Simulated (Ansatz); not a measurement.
C₄H₁₀Si, SMILES CC[Si]CC, a comparison of dispersion corrections

Run with Ansatz's Python interface.

The script, `disp_c4h10si.py`:
```python
"""Dispersion corrections for C4H10Si."""

import warnings

import ansatz


def main() -> None:
    warnings.simplefilter("ignore", ansatz.DeckWarning)

    geometry_ang = [
        ("C", [-0.5612, 0.3801, 2.0114]),
        ("C", [0.7722, 0.418, 1.3666]),
        ("Si", [1.1161, -1.0167, 0.2231]),
        ("C", [0.0511, -1.0947, -1.2182]),
        ("C", [-0.0261, 0.1001, -2.1536]),
        ("H", [-0.776, -0.4563, 2.6046]),
        ("H", [-0.6966, 1.2996, 2.6555]),
        ("H", [-1.3584, 0.4873, 1.2326]),
        ("H", [1.5281, 0.4506, 2.2105]),
        ("H", [0.91, 1.3541, 0.8292]),
        ("H", [0.2176, -1.992, -1.7868]),
        ("H", [-1.0205, -1.255, -0.82]),
        ("H", [0.9128, 0.3104, -2.5868]),
        ("H", [-0.76, -0.0359, -2.9409]),
        ("H", [-0.3309, 0.9996, -1.5979]),
    ]
    system = ansatz.Crystal.molecule()
    for symbol, xyz in geometry_ang:
        system = system.atom(symbol, xyz)

    job = (
        system.calculation()
        .basis(gaussian="def2-SVP")  # atom-centred Gaussian functions
        .accuracy("high")  # preset for grids and thresholds
    )
    for name in ["pbe", "pbe0"]:
        for correction in ("d3bj", "d4"):
            rep = job.functional(name, dispersion=correction).run(threads=1, backend="cpu").report
            print(f"{name:8s} {correction:5s} total {rep['free_energy_ev']:.5f} eV, of which dispersion {1000 * rep['dispersion']['energy']['ev']:.2f} meV")


if __name__ == "__main__":
    main()
```

Output of `python disp_c4h10si.py`:
```text
pbe      d3bj  total -12170.98933 eV, of which dispersion -342.80 meV
pbe      d4    total -12170.96828 eV, of which dispersion -321.75 meV
pbe0     d3bj  total -12172.75868 eV, of which dispersion -299.11 meV
pbe0     d4    total -12172.73211 eV, of which dispersion -272.55 meV
```

What to keep in mind:
- These settings explore the input space; basis and method may be short of convergence.
- The geometry is a force-field or estimated start, not a minimum of this method, and the basis set is short of its limit. D4 holds the three-body term, and d3bj doesn't.
- Finished in 51 s on 1 thread of Intel(R) Xeon(R) Platinum 8375C CPU @ 2.90GHz (Ice Lake), with other jobs on the host, peak memory 0.62 GiB.

(Lines on the test bed's own set-up are left out of the output.)
